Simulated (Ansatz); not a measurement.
# BClFHSi: the cost of one run

Computed with Ansatz 0.2.0, Gaussian basis. Level: PBE0-D4/6-31G.

### Step 1. Where the work starts

The start, displaced at random: SMILES `FB=[SiH]Cl`, 5 atoms, charge 0, spin multiplicity 1.

Atoms are counted from 1 here; the program's logs count them from 0.

Bond lengths: F1–B2 1.495 Å, B2–Si3 1.838 Å, Si3–Cl4 1.917 Å, Si3–H5 1.436 Å. Angles: F1–B2–Si3 133.4°, B2–Si3–Cl4 118.7°, B2–Si3–H5 123.9°, Cl4–Si3–H5 103.7°.

Coordinates:

```xyz
5
BClFHSi
F    -0.1320   -1.7036    1.8358
B     0.2796   -1.0641    0.5487
Si    0.0110    0.6033   -0.1768
Cl   -1.5124    0.8818   -1.3067
H     1.0443    1.3832   -0.7990
```

### Step 2. The relaxation

run/in.yaml reads:

```yaml
crystal:
  periodic: [false, false, false]
  atoms:
    - {symbol: F, position_ang: [-0.132004, -1.703558, 1.835767]}
    - {symbol: B, position_ang: [0.279614, -1.064101, 0.548737]}
    - {symbol: Si, position_ang: [0.010972, 0.603256, -0.176751]}
    - {symbol: Cl, position_ang: [-1.512409, 0.881847, -1.306732]}
    - {symbol: H, position_ang: [1.044280, 1.383222, -0.798953]}
basis:
  gaussian: {orbitals: 6-31G}
hamiltonian: {xc: pbe0, dispersion: d4}
relax: {f_tol: 0.2, max_steps: 30, max_displacement: 0.5}
```

Launch:

```console
$ ansatz run in.yaml --threads 1 --pin off --events-out ev --progress --plain --max-ram 4352MiB
```

What time and memory should one allow on 1 thread of Intel Xeon at 2.30GHz, shared host?

About 10 s, with a peak of 0.18 GiB.
